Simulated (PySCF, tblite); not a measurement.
# C₅H₉BO₂: geometry, infrared bands and NMR shifts

Aim: predict the infrared bands and NMR shifts of C₅H₉BO₂ (`C#CB(O)OCCC`).

Computed with tblite 0.8.0 and PySCF 2.14.0, with density-fitted response routines of our own, on a single molecule in the gas phase. Atoms are numbered from 0 throughout.

**1. The starting structure**

17 atoms, charge 0, multiplicity 1; geometry from: force field or distance geometry start.

Bonds of the start (Å): C0–C1 1.22, C1–B2 1.54, B2–O3 1.43, B2–O4 1.48, O4–C5 1.38, C5–C6 1.49, C6–C7 1.53, C0–H8 1.06, O3–H9 0.99, C5–H10 1.11, C5–H11 1.13, C6–H12 1.08, C6–H13 1.13, C7–H14 1.11, C7–H15 1.11, C7–H16 1.12.

**2. Geometry optimisation with GFN2-xTB**

Job settings and geometry (Å):

```
{"job": {"kind": "relax", "xc": "GFN2-xTB", "basis": "xTB"}, "charge": 0, "multiplicity": 1}
C      2.518500     1.749800     0.337000
C      2.246800     0.565200     0.211900
B      1.956200    -0.942200     0.088500
O      3.018700    -1.905300     0.069100
O      0.570900    -1.263300    -0.304500
C     -0.228300    -0.256200     0.208900
C     -1.679300    -0.407900    -0.092100
C     -2.384800     0.783200     0.567100
H      2.721900     2.788600     0.441500
H      2.759500    -2.803600     0.402200
H      0.138100     0.749300    -0.102400
H     -0.105200    -0.296400     1.334400
H     -1.934800    -0.484200    -1.141300
H     -1.996600    -1.359400     0.434200
H     -1.719300     1.110100     1.392200
H     -2.533800     1.581100    -0.183100
H     -3.355400     0.403200     0.976100
```

Started as:

```bash
OMP_NUM_THREADS=1 python probes_run.py task.json out
```

The driver reads the jobs from task.json and runs them one after another.

**Question.** This job is followed by: GFN2-xTB harmonic vibrations, gas phase; GIAO PBE0/pcSseg-1 NMR shielding, non-relativistic, gas phase. Predict these results of the whole session: strongest single infrared mode (GFN2-xTB); zero-point energy (GFN2-xTB); 13C shifts against TMS (PBE0/pcSseg-1); 1H shifts against TMS (PBE0/pcSseg-1, means over atoms taken as alike); 11B shifts against BF3·OEt2 (PBE0/pcSseg-1); 17O shifts against H2O (PBE0/pcSseg-1); surface potential, 1st and 99th percentile.

As calculated:

```
                                                              quantity                             value
                             strongest single infrared mode (GFN2-xTB)             1226 cm⁻¹, 360 km/mol
                                          zero-point energy (GFN2-xTB)                     84.4 kcal/mol
                                13C shifts against TMS (PBE0/pcSseg-1)  98.5, 86.9, 71.8, 30.4, 11.1 ppm
1H shifts against TMS (PBE0/pcSseg-1, means over atoms taken as alike)  4.19, 4.08, 1.95, 1.76, 0.91 ppm
                           11B shifts against BF3·OEt2 (PBE0/pcSseg-1)                          18.9 ppm
                                17O shifts against H2O (PBE0/pcSseg-1)                  146.0, 128.9 ppm
                                 surface potential, 1st and 99th percentile                -1.49 V and 1.90 V
```

What this shows: Over 237 steps the energy fell by 1.251 eV; of the close pairs, B2–O4 changed most, 1.475 to 1.362 Å. All 45 modes are real, so the xTB geometry is a minimum. The strongest single mode, at 1226 cm⁻¹, is spread over many atoms; the largest shares are those of B2, O4. Unscaled tight-binding wavenumbers are off by several per cent, some by more. Its intensities can rank the bands wrongly. At PBE0/pcSseg-1: Shielding is most anisotropic at C1 (span 290 ppm, paramagnetic term -159 ppm). By nearest atom (PBE0/pcSseg-1), the HOMO sits on C0, C1 about 33 % each; O4 15 % and the LUMO on B2 28 %; C0 26 %.
